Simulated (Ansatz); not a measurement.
# CH2BF3O: how energies converge with the basis set

One table from this session's results is given with a row withheld; the runs are named, their logs left out.

Program: Ansatz 0.2.0, Gaussian basis. Level of theory: one geometry, several basis sets. These are calculated values, not measurements.

The runs, in order: PBE0-D4/def2-SVP; ωB97M-V/def2-SVP; PBE0-D4/def2-QZVPP; ωB97M-V/def2-QZVPP; the functionals' def2-TZVPP values are taken from earlier runs.

## The relaxed structure

All runs share one geometry, relaxed beforehand with PBE0-D4 in a triple-zeta def2 set.

SMILES `OC(F)B(F)F`, 8 atoms, charge 0, spin multiplicity 1.

Atoms are counted from 1 here; the program's logs count them from 0.

Bond lengths: O1–C2 1.380 Å, O1–H7 0.962 Å, C2–F3 1.386 Å, C2–B4 1.595 Å, C2–H8 1.100 Å, B4–F5 1.314 Å, B4–F6 1.309 Å. Angles: C2–O1–H7 109.7°, O1–C2–F3 110.6°, O1–C2–B4 107.3°, O1–C2–H8 111.6°, F3–C2–B4 110.4°, F3–C2–H8 105.5°, B4–C2–H8 111.5°, C2–B4–F5 119.4°, C2–B4–F6 122.0°, F5–B4–F6 118.6°.

As a file:

```xyz
8
CH2BF3O
O    -0.19728   -1.32394    0.46618
C     0.44651   -0.16406    0.08643
F     1.16668    0.36283    1.14667
B    -0.67351    0.86604   -0.39215
F    -1.25801    0.68913   -1.55603
F    -1.02295    1.89827    0.33297
H     0.44540   -2.03305    0.56641
H     1.18535   -0.35223   -0.70617
```

The first run:

Contents of in.yaml:

```yaml
crystal:
  periodic: [false, false, false]
  atoms:
    - {symbol: O, position_ang: [-0.197280, -1.323941, 0.466184]}
    - {symbol: C, position_ang: [0.446514, -0.164055, 0.086425]}
    - {symbol: F, position_ang: [1.166678, 0.362828, 1.146667]}
    - {symbol: B, position_ang: [-0.673508, 0.866042, -0.392153]}
    - {symbol: F, position_ang: [-1.258007, 0.689134, -1.556032]}
    - {symbol: F, position_ang: [-1.022952, 1.898274, 0.332973]}
    - {symbol: H, position_ang: [0.445402, -2.033054, 0.566411]}
    - {symbol: H, position_ang: [1.185355, -0.352227, -0.706173]}
basis:
  gaussian: {orbitals: def2-SVP}
hamiltonian: {xc: pbe0, dispersion: d4}
output: {orbitals: {seedname: orbitals}}
```

The run is started by

```sh
ansatz run in.yaml --threads 4 --pin off --events-out ev --progress --plain --max-ram 10444MiB
```

Among the steps run: PBE0-D4 in def2-SVP; ωB97M-V in def2-SVP; PBE0-D4 in def2-QZVPP; ωB97M-V in def2-QZVPP.

One table of the session follows, with a row left open; its other results are not shown here.

It belongs to the step «Density functionals: the series». 

```
functional       basis  HOMO (eV)
   PBE0-D4    def2-SVP      -9.03
   PBE0-D4  def2-TZVPP      -9.26
   PBE0-D4  def2-QZVPP      -9.31
   ωB97M-V    def2-SVP     -11.43
   ωB97M-V  def2-TZVPP     -11.68
   ωB97M-V  def2-QZVPP          ?
```

Q: Estimate the row for ωB97M-V, def2-QZVPP from the others.

As computed: HOMO (eV): -11.73. In the column «HOMO (eV)» it is the lowest.
